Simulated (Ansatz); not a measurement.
# C3H4IN: the cost of one run

Method: RKS PBE0-D4/def2-SVP, in Ansatz 0.2.0.

### 1 The starting structure

Bond lengths: C1–C2 1.328 Å, C2–C3 1.479 Å, C3–N4 1.250 Å, C3–I5 2.099 Å, C1–H6 1.105 Å, C1–H7 1.105 Å, C2–H8 1.043 Å, N4–H9 0.953 Å. Angles: C1–C2–C3 126.6°, C1–C2–H8 120.0°, C3–C2–H8 113.3°, C2–C1–H6 120.1°, C2–C1–H7 124.9°, H6–C1–H7 114.2°, C2–C3–N4 123.8°, C2–C3–I5 123.3°, N4–C3–I5 112.6°, C3–N4–H9 111.5°.

Coordinates:

```xyz
9

C    -0.0614    0.8555    1.3626
C    -0.4409   -0.1339    0.5626
C     0.0870   -0.4298   -0.7873
N    -0.2079   -1.4539   -1.4401
I     1.5656    0.7274   -1.7251
H    -0.5911    1.0316    2.3167
H     0.6506    1.6538    1.0867
H    -1.1449   -0.8298    0.8923
H     0.2315   -1.4672   -2.2853
```

### 2 End point A

File input.yaml:

```yaml
crystal:
  periodic: [false, false, false]
  atoms:
    - { symbol: C, position_ang: [-0.0614, 0.8555, 1.3626] }
    - { symbol: C, position_ang: [-0.4409, -0.1339, 0.5626] }
    - { symbol: C, position_ang: [0.087, -0.4298, -0.7873] }
    - { symbol: "N", position_ang: [-0.2079, -1.4539, -1.4401] }
    - { symbol: I, position_ang: [1.5656, 0.7274, -1.7251] }
    - { symbol: H, position_ang: [-0.5911, 1.0316, 2.3167] }
    - { symbol: H, position_ang: [0.6506, 1.6538, 1.0867] }
    - { symbol: H, position_ang: [-1.1449, -0.8298, 0.8923] }
    - { symbol: H, position_ang: [0.2315, -1.4672, -2.2853] }
basis:
  gaussian: { orbitals: def2-SVP }
hamiltonian:
  xc: pbe0
  dispersion: d4
relax:
  f_tol: 0.015
  max_steps: 40
```

The run is started by

```bash
$ ansatz run input.yaml --threads 2 --pin off --max-ram 3072MiB --backend cpu --events-out ev --progress --plain --runs-dir out
```

Q: Estimate wall time and peak memory on 2 threads of Arm Neoverse V1, shared host.

About 29 s, with a peak of 0.23 GiB.
